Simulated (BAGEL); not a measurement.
**doublet CH7BNP+: levels of theory compared**

Wanted: a comparison of 6 runs (UHF/STO-3G, UHF/3-21G, ROHF/6-31G*, UHF/6-31G*, ROHF/def2-SVP, UHF/def2-SVP) of doublet CH7BNP+. 

Program for the calculation: BAGEL 1.2.2.

2 further runs of the same task are left out: 2 set aside as unsound or not needed.

### 1 The molecule

CH7BNP+ has 11 atoms, charge +1, and is taken as a doublet. As SMILES of the parent species, `CB(N)P`. The shape is that of a PBE0-D4/def2-TZVP optimisation. This is one conformer, not always the lowest. That shape belongs to the parent species and isn't relaxed for this state.

Bond lengths: C1–B2 1.573 Å, B2–N3 1.394 Å, B2–P4 1.937 Å, C1–H5 1.094 Å, C1–H6 1.094 Å, C1–H7 1.095 Å, N3–H8 1.005 Å, N3–H9 1.007 Å, P4–H10 1.420 Å, P4–H11 1.417 Å. Some angles: C1–B2–N3 120.8°, C1–B2–P4 119.5°, N3–B2–P4 119.5°, B2–C1–H5 111.6°, B2–C1–H6 113.3°, B2–C1–H7 110.2°, B2–N3–H8 124.1°, B2–N3–H9 122.3°, B2–P4–H10 98.9°, B2–P4–H11 97.1°.

### 2 A single-point energy at UHF/STO-3G (density fitting with cc-pvqz-jkfit) (run 1)

input.json

```json
{ "bagel": [

{
  "title": "molecule",
  "basis": "sto-3g",
  "df_basis": "cc-pvqz-jkfit",
  "angstrom": "true",
  "geometry": [
    { "atom": "C", "xyz": [   -1.093200,    0.922600,   -0.128000 ] },
    { "atom": "B", "xyz": [    0.002900,   -0.179800,    0.111900 ] },
    { "atom": "N", "xyz": [    0.427100,   -0.495900,    1.401400 ] },
    { "atom": "P", "xyz": [    0.670900,   -1.204900,   -1.389100 ] },
    { "atom": "H", "xyz": [   -1.903500,    0.553200,   -0.763700 ] },
    { "atom": "H", "xyz": [   -1.537000,    1.299300,    0.798300 ] },
    { "atom": "H", "xyz": [   -0.659600,    1.776600,   -0.659200 ] },
    { "atom": "H", "xyz": [    1.134100,   -1.179200,    1.611000 ] },
    { "atom": "H", "xyz": [    0.043300,   -0.049800,    2.218400 ] },
    { "atom": "H", "xyz": [    2.007200,   -1.393300,   -0.948800 ] },
    { "atom": "H", "xyz": [    0.973300,   -0.105700,   -2.231400 ] }
  ]
},
{
  "title": "uhf",
  "charge": 1,
  "nopen": 1
},
{
  "title": "print",
  "file": "orbitals.molden",
  "orbitals": "true"
}

]}
```

Started as:

```
$ BAGEL_NUM_THREADS=1 BAGEL input.json > input.out
```

The program printed:

```text
* using 1 threads per process

  ===============================================================
  ===============================================================

  *** Geometry ***

  { "atom" : "C", "xyz" : [     -2.065849,      1.743461,     -0.241885 ] },
  { "atom" : "B", "xyz" : [      0.005480,     -0.339773,      0.211460 ] },
  { "atom" : "N", "xyz" : [      0.807102,     -0.937115,      2.648262 ] },
  { "atom" : "P", "xyz" : [      1.267817,     -2.276931,     -2.625019 ] },
  { "atom" : "H", "xyz" : [     -3.597094,      1.045396,     -1.443184 ] },
  { "atom" : "H", "xyz" : [     -2.904509,      2.455321,      1.508568 ] },
  { "atom" : "H", "xyz" : [     -1.246463,      3.357287,     -1.245707 ] },
  { "atom" : "H", "xyz" : [      2.143138,     -2.228365,      3.044349 ] },
  { "atom" : "H", "xyz" : [      0.081825,     -0.094108,      4.192168 ] },
  { "atom" : "H", "xyz" : [      3.793058,     -2.632955,     -1.792972 ] },
  { "atom" : "H", "xyz" : [      1.839270,     -0.199744,     -4.216735 ] },

  Number of auxiliary basis functions:      823

  Since a DF basis is specified, we compute 2- and 3-index integrals:
    o Being stored without compression. Storage requirement is 0.006 GB

  Number of basis functions:       31
  Number of electrons      :       40

    * METHOD: MOLECULE                             0.86

  *** Open-shell HF ***

  === Nuclear Repulsion ===
   147.8198704586

      * DIIS with orbital gradients will be used.

  === UHF iteration (sto-3g) ===
      0       -456.29173510          0.02114998           0.10
      1       -456.34075984          0.00748354           0.09
      2       -456.34734563          0.00322669           0.10
      3       -456.34881131          0.00141184           0.10
      4       -456.34974168          0.00062864           0.10
      5       -456.35007660          0.00030197           0.10
[... 13 lines of this table left out ...]
     19       -456.35017974          0.00000002           0.10
     20       -456.35017974          0.00000001           0.10
    * SCF iteration converged.

    * S^2 (UHF) is 0.7554

    * Permanent dipole moment:
           (   -0.928198,     0.997752,     0.700885) a.u.

    * METHOD: UHF                                  2.17

    * METHOD: PRINT                                0.00

  ===============================================================
```

It took 3.6 s on 1 thread of Intel Xeon Platinum 8259CL at 2.50GHz (Skylake/Cascade Lake), shared host; peak memory 0.083 GiB.

### 3 A single-point energy at UHF/3-21G (density fitting with cc-pvqz-jkfit) (run 2)

input.json

```json
{ "bagel" : [

{
  "title" : "molecule",
  "basis" : "3-21g",
  "df_basis" : "cc-pvqz-jkfit",
  "angstrom" : true,
  "geometry" : [
    { "atom" : "C", "xyz" : [      -1.093200,       0.922600,      -0.128000 ] },
    { "atom" : "B", "xyz" : [       0.002900,      -0.179800,       0.111900 ] },
    { "atom" : "N", "xyz" : [       0.427100,      -0.495900,       1.401400 ] },
    { "atom" : "P", "xyz" : [       0.670900,      -1.204900,      -1.389100 ] },
    { "atom" : "H", "xyz" : [      -1.903500,       0.553200,      -0.763700 ] },
    { "atom" : "H", "xyz" : [      -1.537000,       1.299300,       0.798300 ] },
    { "atom" : "H", "xyz" : [      -0.659600,       1.776600,      -0.659200 ] },
    { "atom" : "H", "xyz" : [       1.134100,      -1.179200,       1.611000 ] },
    { "atom" : "H", "xyz" : [       0.043300,      -0.049800,       2.218400 ] },
    { "atom" : "H", "xyz" : [       2.007200,      -1.393300,      -0.948800 ] },
    { "atom" : "H", "xyz" : [       0.973300,      -0.105700,      -2.231400 ] }
  ]
},

{
  "title" : "uhf",
  "charge" : 1,
  "nopen" : 1
},

{
  "title" : "print",
  "file" : "orbitals.molden",
  "orbitals" : true
}

]}
```

Started as:

```
$ BAGEL_NUM_THREADS=1 BAGEL input.json > input.out
```

The program printed:

```text
* using 1 threads per process

  ===============================================================
  ===============================================================

  *** Geometry ***

  { "atom" : "C", "xyz" : [     -2.065849,      1.743461,     -0.241885 ] },
  { "atom" : "B", "xyz" : [      0.005480,     -0.339773,      0.211460 ] },
  { "atom" : "N", "xyz" : [      0.807102,     -0.937115,      2.648262 ] },
  { "atom" : "P", "xyz" : [      1.267817,     -2.276931,     -2.625019 ] },
  { "atom" : "H", "xyz" : [     -3.597094,      1.045396,     -1.443184 ] },
  { "atom" : "H", "xyz" : [     -2.904509,      2.455321,      1.508568 ] },
  { "atom" : "H", "xyz" : [     -1.246463,      3.357287,     -1.245707 ] },
  { "atom" : "H", "xyz" : [      2.143138,     -2.228365,      3.044349 ] },
  { "atom" : "H", "xyz" : [      0.081825,     -0.094108,      4.192168 ] },
  { "atom" : "H", "xyz" : [      3.793058,     -2.632955,     -1.792972 ] },
  { "atom" : "H", "xyz" : [      1.839270,     -0.199744,     -4.216735 ] },

  Number of auxiliary basis functions:      823

  Since a DF basis is specified, we compute 2- and 3-index integrals:
    o Being stored without compression. Storage requirement is 0.019 GB

  Number of basis functions:       54
  Number of electrons      :       40

    * METHOD: MOLECULE                             0.85

  *** Open-shell HF ***

  === Nuclear Repulsion ===
   147.8198704586

      * DIIS with orbital gradients will be used.

  === UHF iteration (3-21g) ===
      0       -459.02162223          0.04336242           0.18
      1       -459.12752337          0.02121690           0.18
      2       -459.14626787          0.01232478           0.19
      3       -459.15370479          0.00151738           0.18
      4       -459.15458042          0.00075072           0.18
      5       -459.15488725          0.00049055           0.19
[... 17 lines of this table left out ...]
     23       -459.15525447          0.00000001           0.18
     24       -459.15525447          0.00000001           0.18
    * SCF iteration converged.

    * S^2 (UHF) is 0.7584

    * Permanent dipole moment:
           (   -0.843201,     0.796156,     0.448574) a.u.

    * METHOD: UHF                                  4.70

    * METHOD: PRINT                                0.01

  ===============================================================
```

Run time: 6 s. Hardware: 1 thread of Intel Xeon Platinum 8259CL at 2.50GHz (Skylake/Cascade Lake), shared host; peak memory 0.12 GiB.

Runs 3 to 5 aren't shown in full; the table further down has their settings and results.

### 4 The energy at UHF/def2-SVP (density fitting with cc-pvqz-jkfit) (run 6)

input.json

```json
{ "bagel": [

{
  "title": "molecule",
  "basis": "svp",
  "df_basis": "cc-pvqz-jkfit",
  "angstrom": true,
  "geometry": [
    { "atom": "C", "xyz": [      -1.093200,       0.922600,      -0.128000 ] },
    { "atom": "B", "xyz": [       0.002900,      -0.179800,       0.111900 ] },
    { "atom": "N", "xyz": [       0.427100,      -0.495900,       1.401400 ] },
    { "atom": "P", "xyz": [       0.670900,      -1.204900,      -1.389100 ] },
    { "atom": "H", "xyz": [      -1.903500,       0.553200,      -0.763700 ] },
    { "atom": "H", "xyz": [      -1.537000,       1.299300,       0.798300 ] },
    { "atom": "H", "xyz": [      -0.659600,       1.776600,      -0.659200 ] },
    { "atom": "H", "xyz": [       1.134100,      -1.179200,       1.611000 ] },
    { "atom": "H", "xyz": [       0.043300,      -0.049800,       2.218400 ] },
    { "atom": "H", "xyz": [       2.007200,      -1.393300,      -0.948800 ] },
    { "atom": "H", "xyz": [       0.973300,      -0.105700,      -2.231400 ] }
  ]
},

{ "title": "uhf", "charge": 1, "nopen": 1 },

{ "title": "print", "file": "orbitals.molden", "orbitals": true }

]}
```

Started as:

```
$ BAGEL_NUM_THREADS=1 BAGEL input.json > input.out
```

The program printed:

```text
* using 1 threads per process

  ===============================================================
  ===============================================================

  *** Geometry ***

  { "atom" : "C", "xyz" : [     -2.065849,      1.743461,     -0.241885 ] },
  { "atom" : "B", "xyz" : [      0.005480,     -0.339773,      0.211460 ] },
  { "atom" : "N", "xyz" : [      0.807102,     -0.937115,      2.648262 ] },
  { "atom" : "P", "xyz" : [      1.267817,     -2.276931,     -2.625019 ] },
  { "atom" : "H", "xyz" : [     -3.597094,      1.045396,     -1.443184 ] },
  { "atom" : "H", "xyz" : [     -2.904509,      2.455321,      1.508568 ] },
  { "atom" : "H", "xyz" : [     -1.246463,      3.357287,     -1.245707 ] },
  { "atom" : "H", "xyz" : [      2.143138,     -2.228365,      3.044349 ] },
  { "atom" : "H", "xyz" : [      0.081825,     -0.094108,      4.192168 ] },
  { "atom" : "H", "xyz" : [      3.793058,     -2.632955,     -1.792972 ] },
  { "atom" : "H", "xyz" : [      1.839270,     -0.199744,     -4.216735 ] },

  Number of auxiliary basis functions:      823

  Since a DF basis is specified, we compute 2- and 3-index integrals:
    o Being stored without compression. Storage requirement is 0.059 GB

  Number of basis functions:       95
  Number of electrons      :       40

    * METHOD: MOLECULE                             1.04

  *** Open-shell HF ***

  === Nuclear Repulsion ===
   147.8198704586

      * DIIS with orbital gradients will be used.

  === UHF iteration (svp) ===
      0       -461.12026409          0.03606074           0.35
      1       -461.31527280          0.02052938           0.35
      2       -461.35857367          0.01108050           0.36
      3       -461.37559458          0.00140466           0.34
      4       -461.37637551          0.00056173           0.35
      5       -461.37651777          0.00015675           0.34
[... 15 lines of this table left out ...]
     21       -461.37655691          0.00000001           0.34
     22       -461.37655691          0.00000001           0.34
    * SCF iteration converged.

    * S^2 (UHF) is 0.7594

    * Permanent dipole moment:
           (   -0.787677,     0.794572,     0.505459) a.u.

    * METHOD: UHF                                  8.52

    * METHOD: PRINT                                0.02

  ===============================================================
```

Wall time 9.9 s (1 thread of Intel Xeon Platinum 8259CL at 2.50GHz (Skylake/Cascade Lake), shared host); peak memory 0.2 GiB.

### 5 Overview of the runs

| run | level | energy (Eh) | ⟨S²⟩ | wall time |
| --- | --- | --- | --- | --- |
| 1 | UHF/STO-3G (density fitting with cc-pvqz-jkfit) | -456.350180 | 0.755 | 3.6 s |
| 2 | UHF/3-21G (density fitting with cc-pvqz-jkfit) | -459.155254 | 0.758 | 6 s |
| 3 | ROHF/6-31G* (density fitting with cc-pvqz-jkfit, spherical functions) | -461.538154 | 0.750 | 6.9 s |
| 4 | UHF/6-31G* (density fitting with cc-pvqz-jkfit, spherical functions) | -461.540958 | 0.759 | 8.4 s |
| 5 | ROHF/def2-SVP (density fitting with cc-pvqz-jkfit) | -461.373613 | 0.750 | 8.7 s |
| 6 | UHF/def2-SVP (density fitting with cc-pvqz-jkfit) | -461.376557 | 0.759 | 9.9 s |

### 6 What came out

| quantity | value |
| --- | --- |
| run 6: total energy | -461.37656 Eh |
| run 6: ⟨S²⟩ | 0.759 |

What this shows: In run 1 the basis is minimal, so the values are rough. All runs together took 44 s, the longest 9.9 s.
